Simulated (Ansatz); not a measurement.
# KCa26O27 (Lime): the cost of one run

Method: DFT, PBE, plane-wave PAW, default files, scalar-relativistic, in Ansatz 0.2.0.

1 further run of the same task is left out (it didn't finish).

### Step 1. The starting structure

The structure is cubic, space group Fm-3m (No. 225). The conventional cell has a = 14.439 Å, b = 14.439 Å, c = 14.439 Å, α = 90.00°, β = 90.00°, γ = 90.00°. K (site symmetry m-3m) is surrounded by 6 O at 2.41 Å. Around Ca (site symmetry mm2) lie 6 O at 2.41 Å. Around Ca (site symmetry 3m) lie 6 O at 2.41 Å. Ca (site symmetry 4mm) has 6 O at 2.41 Å as nearest neighbours. Around O (site symmetry 3m) lie 6 Ca at 2.41 Å. O (site symmetry 4mm) is surrounded by 5 Ca at 2.41 Å and 1 K at 2.41 Å. O (site symmetry mm2) has 6 Ca at 2.41 Å as nearest neighbours. Around O (site symmetry m-3m) lie 6 Ca at 2.41 Å.

Coordinates:

```xyz
54
Lattice="0.0000 7.2195 7.2195 7.2195 0.0000 7.2195 7.2195 7.2195 0.0000" Properties=species:S:1:pos:R:3 pbc="T T T"
K     0.0000    0.0000    0.0000
Ca    2.4065    2.4065    0.0000
Ca    4.8130    4.8130    0.0000
Ca    2.4065    0.0000    2.4065
Ca    4.8130    2.4065    2.4065
Ca    7.2195    4.8130    2.4065
Ca    4.8130    0.0000    4.8130
Ca    7.2195    2.4065    4.8130
Ca    9.6260    4.8130    4.8130
Ca    0.0000    2.4065    2.4065
Ca    2.4065    4.8130    2.4065
Ca    4.8130    7.2195    2.4065
Ca    2.4065    2.4065    4.8130
Ca    4.8130    4.8130    4.8130
Ca    7.2195    7.2195    4.8130
Ca    4.8130    2.4065    7.2195
Ca    7.2195    4.8130    7.2195
Ca    9.6260    7.2195    7.2195
Ca    0.0000    4.8130    4.8130
Ca    2.4065    7.2195    4.8130
Ca    4.8130    9.6260    4.8130
Ca    2.4065    4.8130    7.2195
Ca    4.8130    7.2195    7.2195
Ca    7.2195    9.6260    7.2195
Ca    4.8130    4.8130    9.6260
Ca    7.2195    7.2195    9.6260
Ca    9.6260    9.6260    9.6260
O     2.4065    2.4065    2.4065
O     4.8130    4.8130    2.4065
O     7.2195    7.2195    2.4065
O     4.8130    2.4065    4.8130
O     7.2195    4.8130    4.8130
O     9.6260    7.2195    4.8130
O     7.2195    2.4065    7.2195
O     9.6260    4.8130    7.2195
O    12.0325    7.2195    7.2195
O     2.4065    4.8130    4.8130
O     4.8130    7.2195    4.8130
O     7.2195    9.6260    4.8130
O     4.8130    4.8130    7.2195
O     7.2195    7.2195    7.2195
O     9.6260    9.6260    7.2195
O     7.2195    4.8130    9.6260
O     9.6260    7.2195    9.6260
O    12.0325    9.6260    9.6260
O     2.4065    7.2195    7.2195
O     4.8130    9.6260    7.2195
O     7.2195   12.0325    7.2195
O     4.8130    7.2195    9.6260
O     7.2195    9.6260    9.6260
O     9.6260   12.0325    9.6260
O     7.2195    7.2195   12.0325
O     9.6260    9.6260   12.0325
O    12.0325   12.0325   12.0325
```

Atom 1 of the input is the impurity.

### Step 2. First run, atoms as given

input.yaml reads:

```yaml
crystal:
  lattice:
    - [0.0, 7.2195, 7.2195]
    - [7.2195, 0.0, 7.2195]
    - [7.2195, 7.2195, 0.0]
  atoms:
    - { symbol: K, position: [0.0, 0.0, 0.0] }
    - { symbol: Ca, position: [0.0, 0.0, 0.3333333333] }
    - { symbol: Ca, position: [0.0, 0.0, 0.6666666667] }
    - { symbol: Ca, position: [0.0, 0.3333333333, 0.0] }
    - { symbol: Ca, position: [0.0, 0.3333333333, 0.3333333333] }
    - { symbol: Ca, position: [0.0, 0.3333333333, 0.6666666667] }
    - { symbol: Ca, position: [0.0, 0.6666666667, 0.0] }
    - { symbol: Ca, position: [0.0, 0.6666666667, 0.3333333333] }
    - { symbol: Ca, position: [0.0, 0.6666666667, 0.6666666667] }
    - { symbol: Ca, position: [0.3333333333, 0.0, 0.0] }
    - { symbol: Ca, position: [0.3333333333, 0.0, 0.3333333333] }
    - { symbol: Ca, position: [0.3333333333, 0.0, 0.6666666667] }
    - { symbol: Ca, position: [0.3333333333, 0.3333333333, 0.0] }
    - { symbol: Ca, position: [0.3333333333, 0.3333333333, 0.3333333333] }
    - { symbol: Ca, position: [0.3333333333, 0.3333333333, 0.6666666667] }
    - { symbol: Ca, position: [0.3333333333, 0.6666666667, 0.0] }
    - { symbol: Ca, position: [0.3333333333, 0.6666666667, 0.3333333333] }
    - { symbol: Ca, position: [0.3333333333, 0.6666666667, 0.6666666667] }
    - { symbol: Ca, position: [0.6666666667, 0.0, 0.0] }
    - { symbol: Ca, position: [0.6666666667, 0.0, 0.3333333333] }
    - { symbol: Ca, position: [0.6666666667, 0.0, 0.6666666667] }
    - { symbol: Ca, position: [0.6666666667, 0.3333333333, 0.0] }
    - { symbol: Ca, position: [0.6666666667, 0.3333333333, 0.3333333333] }
    - { symbol: Ca, position: [0.6666666667, 0.3333333333, 0.6666666667] }
    - { symbol: Ca, position: [0.6666666667, 0.6666666667, 0.0] }
    - { symbol: Ca, position: [0.6666666667, 0.6666666667, 0.3333333333] }
    - { symbol: Ca, position: [0.6666666667, 0.6666666667, 0.6666666667] }
    - { symbol: O, position: [0.1666666667, 0.1666666667, 0.1666666667] }
    - { symbol: O, position: [0.1666666667, 0.1666666667, 0.5] }
    - { symbol: O, position: [0.1666666667, 0.1666666667, 0.8333333333] }
    - { symbol: O, position: [0.1666666667, 0.5, 0.1666666667] }
    - { symbol: O, position: [0.1666666667, 0.5, 0.5] }
    - { symbol: O, position: [0.1666666667, 0.5, 0.8333333333] }
    - { symbol: O, position: [0.1666666667, 0.8333333333, 0.1666666667] }
    - { symbol: O, position: [0.1666666667, 0.8333333333, 0.5] }
    - { symbol: O, position: [0.1666666667, 0.8333333333, 0.8333333333] }
    - { symbol: O, position: [0.5, 0.1666666667, 0.1666666667] }
    - { symbol: O, position: [0.5, 0.1666666667, 0.5] }
    - { symbol: O, position: [0.5, 0.1666666667, 0.8333333333] }
    - { symbol: O, position: [0.5, 0.5, 0.1666666667] }
    - { symbol: O, position: [0.5, 0.5, 0.5] }
    - { symbol: O, position: [0.5, 0.5, 0.8333333333] }
    - { symbol: O, position: [0.5, 0.8333333333, 0.1666666667] }
    - { symbol: O, position: [0.5, 0.8333333333, 0.5] }
    - { symbol: O, position: [0.5, 0.8333333333, 0.8333333333] }
    - { symbol: O, position: [0.8333333333, 0.1666666667, 0.1666666667] }
    - { symbol: O, position: [0.8333333333, 0.1666666667, 0.5] }
    - { symbol: O, position: [0.8333333333, 0.1666666667, 0.8333333333] }
    - { symbol: O, position: [0.8333333333, 0.5, 0.1666666667] }
    - { symbol: O, position: [0.8333333333, 0.5, 0.5] }
    - { symbol: O, position: [0.8333333333, 0.5, 0.8333333333] }
    - { symbol: O, position: [0.8333333333, 0.8333333333, 0.1666666667] }
    - { symbol: O, position: [0.8333333333, 0.8333333333, 0.5] }
    - { symbol: O, position: [0.8333333333, 0.8333333333, 0.8333333333] }
total_charge: -1
kpoints:
  mp_grid: { grid: [2, 2, 2] }
scf:
  occupations: { method: fermi_dirac, width: 0.01 }
hamiltonian:
  xc: pbe
  pseudopotentials: { kind: paw }
output:
  forces: true
  stress: true
  populations: true
  efg:
    quadrupole_moments_barn: { K: 0.0603, Ca: -0.0408, O: -0.02558 }
    contact_densities: true
  write_density: true
  write_potential: true
  elf: true
  volumetric_format: npy
```

Started as:

```console
$ ansatz run input.yaml --threads 1 --pin off --max-ram 3072MiB --backend cpu --events-out ev --progress --plain --runs-dir out
```

**Question.** How long does this run take on 1 thread of Arm Neoverse V1, shared host, and how much memory does it need?

About 88 s, with a peak of 1.4 GiB.
